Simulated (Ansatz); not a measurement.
Runs of Ansatz 0.2.0 on GaGe3. It takes space group Pm-3m (No. 221, cubic). Conventional cell: a = 4.278 Å, b = 4.278 Å, c = 4.278 Å, α = 90.00°, β = 90.00°, γ = 90.00°. Around Ge (site symmetry 4/mmm) lie 8 Ge at 3.03 Å and 4 Ga at 3.03 Å. Ga (site symmetry m-3m) has 12 Ge at 3.03 Å as nearest neighbours. The cell comes from a database or a generator and needn't be the stable form of this composition.

```csv
task,level,cell,points for each segment of the path,gap on the mesh (eV),pressure (GPa),relaxed volume (Å³/atom)
relaxation of cell and atoms,PBE0,relaxed,-,none,0.0,18.75
relaxation of cell and atoms,HSE06,relaxed,-,none,0.0,(a)
single point,PBE0,as given,-,none,-3.0,-
band structure,HSE06,as given,4,none,-2.7,-
```

Alike in all rows: potentials or basis Ansatz PAW; no spin polarisation; k mesh 4 × 4 × 4; cutoff (eV) 420; smearing fermi-dirac 0.05 eV; the mesh is coarse, so values aren't converged.

Task: Estimate the missing entries.

Result: (a) 18.78.

Caveats: all runs use coarse meshes; the PAW data sets come from PBE, with cores solved anew for the run's functional, which leaves a small shift of forces and pressure; the plane-wave basis is chosen anew once the cell has moved, so the energies of steps on either side of that aren't comparable (some runs); the thresholds are loose for stress (some runs).

A k mesh can miss the band edges, and the runs leave out spin-orbit coupling on Ga, Ge.

A gap of «none» marks a metal or a gap under the smearing width.
